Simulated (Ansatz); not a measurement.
# NbSi (CsCl type): how the settings move a single-point run

How sensitive is a single-point run of NbSi (CsCl type) to its settings? A reference run comes first, then one run with altered input.

Computed with Ansatz 0.2.0 (reference: DFT, LDA, all-electron LAPW, scalar-relativistic, unless a step's input says otherwise).

3 further runs of the same task are left out: 3 that didn't finish. Runs told in other sessions of the task aren't counted.

## (1) The system as given

It takes space group Pm-3m (No. 221, cubic). Conventional cell: a = 3.110 Å, b = 3.110 Å, c = 3.110 Å, α = 90.00°, β = 90.00°, γ = 90.00°. Around Nb (site symmetry m-3m) lie 8 Si at 2.69 Å. Si (site symmetry m-3m) has 8 Nb at 2.69 Å in its first shell of neighbours.

Structure file:

```xyz
2
Lattice="3.1100 0.0000 0.0000 0.0000 3.1100 0.0000 0.0000 0.0000 3.1100" Properties=species:S:1:pos:R:3 pbc="T T T"
Nb    0.0000    0.0000    0.0000
Si    1.5550    1.5550    1.5550
```

## (2) Baseline

input.yaml reads:

```yaml
crystal:
  lattice:
    - [3.1099964734, 0.0, 0.0]
    - [0.0, 3.1099964734, 0.0]
    - [0.0, 0.0, 3.1099964734]
  atoms:
    - { symbol: Nb, position: [0.0, 0.0, 0.0] }
    - { symbol: Si, position: [0.5, 0.5, 0.5] }
kpoints:
  mp_grid: { grid: [14, 14, 14] }
  band_path:
    path:
      - [0.0, 0.0, 0.0]
      - [0.0, 0.5, 0.0]
      - [0.5, 0.5, 0.0]
      - [0.0, 0.0, 0.0]
      - [0.5, 0.5, 0.5]
      - [0.0, 0.5, 0.0]
      - [0.5, 0.5, 0.5]
      - [0.5, 0.5, 0.0]
    npoints: 14
scf:
  occupations: { method: fermi_dirac, width: 0.1 }
hamiltonian:
  xc: lda
  pseudopotentials: { kind: all_electron, lapw: { basis_error: 0.001 } }
output:
  forces: true
  stress: true
  eigenvalues: true
  populations: true
  dos: { projected: true, de: 0.2, e_range: [-14, 8] }
```

The run is started by

```console
$ ansatz run input.yaml --threads 1 --pin off --max-ram 2048MiB --backend cpu --events-out ev --progress --plain --runs-dir out
```

## (3) Variant: hubbard.sites [{species: Nb, l: d, u_eff: 2.0}], hubbard.double_counting amf

Changes to input.yaml since step 2:

```diff
@@ -26,2 +26,3 @@
   pseudopotentials: { kind: all_electron, lapw: { basis_error: 0.001 } }
+  hubbard: { sites: [{ species: Nb, l: d, u_eff: 2.0 }], double_counting: amf }
 output:
@@ -31,2 +32 @@
   populations: true
-  dos: { projected: true, de: 0.2, e_range: [-14, 8] }
```

Before running it: what results should come out? Wanted: for each run, ending; energy change; pressure; gap; force.

**Answer**, as computed:

| run | ending | energy change | pressure (GPa) | gap (eV) | force (eV/Å) | cycles | time |
| --- | --- | --- | --- | --- | --- | --- | --- |
| reference | converged | 0 | 0.0 | 0.00 | 0.00 | 7 | 7.4 s |
| 1: hubbard.sites [{species: Nb, l: d, u_eff: 2.0}], hubbard.double_counting amf | converged | -13.0 meV/atom (Hubbard term changed: no physical gain or loss) | 0.2 | 0.00 | 0.00 | 7 | 9.8 s |

Times don't compare one to one where runs were asked for different outputs or read a saved state (see the inputs); cycles may leave out searches for a lower state.

Residual by cycle in the longest SCF loop of each run; runs are numbered as in the table. The quantity is the density residual dr2, in eV.

| cycle | reference | run 1 |
| --- | --- | --- |
| 1 | 0.943 | 0.943 |
| 2 | 0.0222 | 0.023 |
| 3 | 0.00733 | 0.00768 |
| 4 | 7.3e-5 | 5.7e-5 |
| 5 | 1.2e-6 | 3.7e-6 |
| 6 | 1.6e-7 | 5.7e-7 |
| 7 | 2.9e-9 | 1.2e-8 |

Changing the Hubbard U and double counting of the Hubbard term moves the energy by -13.0 meV/atom. The U term adds an energy of its own, so the shift says nothing about which run is better. A changed U is a change of model: its shifts are not errors of convergence.
